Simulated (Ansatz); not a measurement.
# SiH2O2F (SMILES O[Si](O)F) at UBHLYP/aug-cc-pVDZ

Aim: the electronic atomisation energy of SiH2O2F at UBHLYP/aug-cc-pVDZ, from 5 runs. 

Program for the calculation: Ansatz 0.2.0.

38 further runs of the same task are left out: 38 set aside as unsound or not needed. Runs told in other sessions of the task aren't counted.

## Step 1: The system as given

The species is SiH2O2F (6 atoms), meant as a doublet with charge 0. As SMILES, `O[Si](O)F`. The coordinates come from a PBE0-D4/def2-TZVP relaxation. This is one conformer, not always the lowest.

Bond lengths: O1–Si2 1.630 Å, Si2–O3 1.639 Å, Si2–F4 1.594 Å, O1–H5 0.959 Å, O3–H6 0.959 Å. Angles: O1–Si2–O3 107.8°, O1–Si2–F4 105.4°, O3–Si2–F4 111.3°, Si2–O1–H5 117.1°, Si2–O3–H6 117.8°.

## Step 2: The energy at UBHLYP/aug-cc-pVDZ

Contents of input.yaml:

```yaml
crystal:
  periodic: [false, false, false]
  atoms:
    - {symbol: O, position_ang: [-0.887300, 1.032000, -0.626300]}
    - {symbol: Si, position_ang: [0.382900, 0.026200, -0.446500]}
    - {symbol: O, position_ang: [0.346300, -0.560700, 1.083400]}
    - {symbol: F, position_ang: [0.159400, -1.133900, -1.516300]}
    - {symbol: H, position_ang: [-1.051600, 1.658800, 0.081100]}
    - {symbol: H, position_ang: [1.092300, -1.086600, 1.378500]}
basis:
  gaussian: {orbitals: aug-cc-pVDZ}
magnetization: {spin_polarized: true, initial_magnetization: 1}
hamiltonian: {xc: {name: BHLYP}}
accuracy: high
output: {orbitals: {seedname: orbitals}}
```

Run with:

```bash
$ ansatz run input.yaml --threads 1 --pin off --max-ram 3480MiB --events-out events.jsonl --progress --plain --runs-dir runs
```

Standard output:

```text
Warning: RAYON_NUM_THREADS=1 ignored (pool sized by the plan → 1); use --threads N
Functional definition: BHLYP
  name "BHLYP"
  parameter a = 0.5
  exchange = (1 - a)*b88_x + a*exact_x
  correlation = lyp_c
2267 factors; integrals over basis functions are off by at most 3.4e-9 eV
mean field evaluation 1: about -14713.7595 eV, gradient 4.8e1 eV
mean field evaluation 2: about -14709.6393 eV, gradient 5.9e1 eV
mean field evaluation 4: about -14721.6521 eV, gradient 2.1e0 eV
mean field evaluation 8: about -14721.6891 eV, gradient 1.0e-1 eV
mean field evaluation 16: about -14721.6892 eV, gradient 1.2e-4 eV
mean field -14721.68920219 eV, -541.0120994612 hartree, gradient 7.2e-8 eV, S^2 0.752393; 0 other end points of the search recorded, 0 dependent functions left out
reference -14721.68923243 eV, -541.0121005724 hartree; 21, 20 occupied and 93, 94 virtual orbitals, 2267 factors
Total energy: -14721.68923243 eV, -541.0121005724 hartree
```

Run time: 29 s. Hardware: 1 thread of Arm Neoverse N1, shared host; peak memory 0.52 GiB.

## Step 3: The F atom

Contents of run.yaml:

```yaml
basis:
  gaussian:
    orbitals: aug-cc-pVDZ
crystal:
  periodic: [false, false, false]
  atoms:
    - {symbol: F, position_ang: [0.000000, 0.000000, 0.000000]}
magnetization:
  spin_polarized: true
  initial_magnetization: 1
hamiltonian:
  xc: {name: BHLYP}
accuracy: high
```

Run the same way, it converges to -99.71439 Eh (log not shown).

## Step 4: The H atom at the same level

Contents of in.yaml:

```yaml
crystal:
  periodic: [false, false, false]
  atoms:
    - {symbol: H, position_ang: [0.000000, 0.000000, 0.000000]}
basis:
  gaussian:
    orbitals: aug-cc-pVDZ
total_charge: 0
magnetization:
  spin_polarized: true
  initial_magnetization: 1
hamiltonian:
  xc: {name: BHLYP}
accuracy: high
```

Run the same way, it converges to -0.49808 Eh (log not shown).

## Step 5: The O atom at the same level

Contents of molecule.yaml:

```yaml
crystal:
  periodic: [false, false, false]
  atoms:
    - {symbol: O, position_ang: [0.000000, 0.000000, 0.000000]}
basis:
  gaussian:
    orbitals: aug-cc-pVDZ
hamiltonian:
  xc: {name: BHLYP}
magnetization:
  spin_polarized: true
  initial_magnetization: 2
accuracy: high
```

Run the same way, it converges to -75.05843 Eh (log not shown).

## Step 6: The Si atom

Contents of job.yaml:

```yaml
crystal:
  periodic: [false, false, false]
  atoms:
    - {symbol: Si, position_ang: [0.000000, 0.000000, 0.000000]}
basis:
  gaussian:
    orbitals: aug-cc-pVDZ
magnetization:
  spin_polarized: true
  initial_magnetization: 2
hamiltonian:
  xc: {name: BHLYP}
accuracy: high
```

Run the same way, it converges to -289.37626 Eh (log not shown).

## Step 7: Results

Level: UBHLYP/aug-cc-pVDZ.

| quantity | value |
| --- | --- |
| molecule: total energy | -541.01210 Eh |
| molecule: HOMO energy (highest over α and β) | -7.68 eV |
| molecule: LUMO energy (lowest over α and β) | -1.85 eV |
| molecule: ⟨S²⟩ | 0.752 |
| F atom: total energy | -99.71439 Eh |
| F atom: ⟨S²⟩ | 0.752 |
| H atom: total energy | -0.49808 Eh |
| H atom: ⟨S²⟩ | 0.750 |
| O atom: total energy | -75.05843 Eh |
| O atom: ⟨S²⟩ | 2.005 |
| Si atom: total energy | -289.37626 Eh |
| Si atom: ⟨S²⟩ | 2.005 |
| electronic atomisation energy | 21.998 eV |

In words: Taking the molecule apart into free atoms costs 22.00 eV (507 kcal/mol), before zero-point energy and without spin-orbit coupling.
